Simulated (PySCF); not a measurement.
# F2Y (Y(F)2+): the cost of one run

Program: PySCF 2.14.0. Level of theory: PBE0, Y def2-SVP with ECP28, F def2-SVP; scalar-relativistic core potentials, no spin–orbit coupling. These are calculated values, not measurements.

1 further run of the same task is left out (for a known fault of the program).

## (1) The starting structure

3 atoms, charge 1, spin multiplicity 1.

Bond lengths: Y1–F2 1.914 Å, Y1–F3 1.914 Å. Angles: F2–Y1–F3 111.2°.

Geometry (Å):

| atom | x (Å) | y (Å) | z (Å) |
| --- | --- | --- | --- |
| Y1 | 0.0000 | 0.0000 | -0.4142 |
| F2 | 1.5793 | 0.0000 | 0.6677 |
| F3 | -1.5793 | 0.0000 | 0.6677 |

Formal oxidation states: Y +3. An earlier session relaxed this geometry at PBE0, Y def2-SVP with ECP28, F def2-SVP (singlet, point group C2v).

Its energy there is -237.546797 Eh.

## (2) One electron removed, multiplicity 2

The input, run.py (the lines that set the calculation):

```python
mol = gto.M(atom='''
Y      0.00000     0.00000    -0.41422
F      1.57931     0.00000     0.66770
F     -1.57931     0.00000     0.66770''',
    basis={'Y': 'def2-SVP', 'F': 'def2-SVP'},
    ecp={'Y': 'def2-SVP'},
    charge=2, spin=1)
mf = dft.UKS(mol, xc='PBE0')
mf.grids.atom_grid = (50, 194)
mf = mf.density_fit()  # fitting sets: Y def2-universal-JKFIT, F def2-universal-JKFIT
mf.conv_tol = 1e-08; mf.max_cycle = 55
mf.kernel(dm0)  # dm0: the density of the relaxed state
```

Started as:

```bash
> OMP_NUM_THREADS=2 python run.py
```

**Question.** How long does this run take on 2 threads of Arm Neoverse N1, shared host?

About 1 s.
